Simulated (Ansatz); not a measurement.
# BGeF (triplet): wave-function methods side by side, cc-pVDZ

One table from this session's results is given with a row withheld; the runs are named, their logs left out.

The runs use Ansatz 0.2.0, Gaussian basis; cc-pVDZ, core rule «outside noble gas», up to 16 orbitals frozen.

Plan: UHF; CCSD(T) on ROHF; CCSD(T) on UHF; BCCD(T) on ROHF; CISD; CCSDT(Q) on ROHF; CCSDT(Q) on UHF; CASSCF and MRCISD+Q, 12 electrons in 11 orbitals; CASSCF and NEVPT2, 12 electrons in 11 orbitals.

16 further runs of the same task are left out: 8 that didn't finish, 8 set aside as unsound or not needed.

### The geometry

The geometry is a PBE0/def2-TZVP stationary point (not a proven minimum) of the parent state, kept for this charge and spin. No spin-orbit coupling is included. The filled d shell of Ge may be among the frozen orbitals whatever the setting's name suggests; the logs give the count.

3 atoms, charge 0, spin multiplicity 3.

Atoms are counted from 1 here; the program's logs count them from 0.

Bond lengths: F1–B2 1.281 Å, B2–Ge3 1.987 Å. Angles: F1–B2–Ge3 180.0°.

The first run:

File in.yaml:

```yaml
crystal:
  periodic: [false, false, false]
  atoms:
    - {symbol: F, position_ang: [0.000000, 0.000000, -1.516500]}
    - {symbol: B, position_ang: [0.000000, 0.000000, -0.235400]}
    - {symbol: Ge, position_ang: [0.000000, 0.000000, 1.751900]}
basis:
  gaussian: {orbitals: cc-pVDZ}
magnetization: {spin_polarized: true, initial_magnetization: 2}
hamiltonian: {xc: hf}
output: {orbitals: {seedname: orbitals}}
```

The run is started by

```
$ ansatz run in.yaml --threads 1 --pin off --events-out ev --progress --plain --max-ram 2393MiB
```

Among the steps run: UHF; CCSD(T) on ROHF; CCSD(T) on UHF; BCCD(T) on ROHF; CISD; CCSDT(Q) on ROHF; CCSDT(Q) on UHF; CASSCF and MRCISD+Q, 12 electrons in 11 orbitals; CASSCF and NEVPT2, 12 electrons in 11 orbitals.

One table of the session follows, with a row left open; its other results are not shown here.

```
          method  from UCCSDT(Q) (kcal/mol)
            ROHF                    +217.73
             UHF                    +215.32
            RMP2                     +21.32
            UMP2                     +21.75
           RCCSD                      +7.57
           UCCSD                      +7.41
        RCCSD(T)                      +1.41
        UCCSD(T)                      +1.33
         BCCD(T)                      +1.29
          RCCSDT                      +0.62
          UCCSDT                      +0.52
       RCCSDT(Q)                          ?
       UCCSDT(Q)                          0
  CASSCF valence                    +146.18
  NEVPT2 valence                     +34.92
  MRCISD valence                     +14.93
MRCISD+Q valence                      +4.54
```

Estimate the missing values for RCCSDT(Q).

The run gave: from UCCSDT(Q) (kcal/mol): +0.18. In the column «from UCCSDT(Q) (kcal/mol)» it lies between UCCSDT(Q) (0) and UCCSDT (+0.52).

Not comparable, so not listed: CISD (they don't share determinant, frozen orbitals or solution with the rows shown, or repeat one).

To keep in mind: Restricted and unrestricted rows rest on different reference determinants; where their highest levels disagree by more than a few hundredths of an eV, they describe different states and don't form one ladder.
